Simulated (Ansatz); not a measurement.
# Cl2H4N2Sn: basis-set convergence

The task here is to estimate one member of a computed series from the others.

Method: one geometry, several basis sets; program: Ansatz 0.2.0, Gaussian basis.

Plan: PBE0-D4/def2-SVP; ωB97M-V/def2-SVP; PBE0-D4/def2-QZVPP; ωB97M-V/def2-QZVPP; the functionals' def2-TZVPP values are taken from earlier runs.

## The relaxed structure

The geometry comes from an earlier relaxation with PBE0-D4 in a triple-zeta def2 set; it is a stationary point, not always the lowest conformer. Sn takes the def2 core potential; no spin-orbit term is included.

SMILES `[NH2][Sn]([NH2])([Cl])[Cl]`, 9 atoms, charge 0, spin multiplicity 1.

Atoms are counted from 1 here; the program's logs count them from 0.

Bond lengths: N1–Sn2 1.996 Å, N1–H6 1.012 Å, N1–H7 1.013 Å, Sn2–N3 1.996 Å, Sn2–Cl4 2.321 Å, Sn2–Cl5 2.322 Å, N3–H8 1.012 Å, N3–H9 1.013 Å. Angles: Sn2–N1–H6 112.8°, Sn2–N1–H7 113.4°, H6–N1–H7 108.6°, N1–Sn2–N3 109.2°, N1–Sn2–Cl4 104.7°, N1–Sn2–Cl5 115.9°, N3–Sn2–Cl4 115.9°, N3–Sn2–Cl5 104.7°, Cl4–Sn2–Cl5 106.8°, Sn2–N3–H8 112.8°, Sn2–N3–H9 113.4°, H8–N3–H9 108.6°.

As a file:

```
N    -1.61117    0.62837   -0.32092
Sn    0.30552    0.07364   -0.34611
N     0.73696   -0.87693    1.35459
Cl    0.53253   -1.17400   -2.29054
Cl    1.85834    1.79499   -0.46908
H    -1.94586    0.92628   -1.22859
H    -1.80986    1.35792    0.35263
H     1.73227   -0.99442    1.49659
H     0.28978   -1.78194    1.43434
```

The first run:

File in.yaml:

```yaml
crystal:
  periodic: [false, false, false]
  atoms:
    - {symbol: N, position_ang: [-1.611166, 0.628372, -0.320923]}
    - {symbol: Sn, position_ang: [0.305516, 0.073636, -0.346109]}
    - {symbol: N, position_ang: [0.736959, -0.876933, 1.354591]}
    - {symbol: Cl, position_ang: [0.532528, -1.173999, -2.290541]}
    - {symbol: Cl, position_ang: [1.858342, 1.794989, -0.469085]}
    - {symbol: H, position_ang: [-1.945863, 0.926276, -1.228593]}
    - {symbol: H, position_ang: [-1.809863, 1.357918, 0.352630]}
    - {symbol: H, position_ang: [1.732268, -0.994421, 1.496586]}
    - {symbol: H, position_ang: [0.289778, -1.781939, 1.434343]}
basis:
  gaussian: {orbitals: def2-SVP}
hamiltonian: {xc: pbe0, dispersion: d4}
output: {orbitals: {seedname: orbitals}}
```

On the command line:

```sh
$ ansatz run in.yaml --threads 4 --pin off --events-out ev --progress --plain --max-ram 10444MiB
```

Steps of the session up to this table: PBE0-D4 in def2-SVP; ωB97M-V in def2-SVP; PBE0-D4 in def2-QZVPP; ωB97M-V in def2-QZVPP.

One of the session's tables, all rows but one given; the rest of the session is left out.

```
functional       basis  HOMO (eV)
   PBE0-D4    def2-SVP      -7.88
   PBE0-D4  def2-TZVPP      -8.14
   PBE0-D4  def2-QZVPP      -8.18
   ωB97M-V    def2-SVP     -10.18
   ωB97M-V  def2-TZVPP     -10.47
   ωB97M-V  def2-QZVPP          ?
```

Q: Estimate the row for ωB97M-V, def2-QZVPP from the others.

**Answer.** HOMO (eV): -10.52. In the column «HOMO (eV)» it is the lowest.
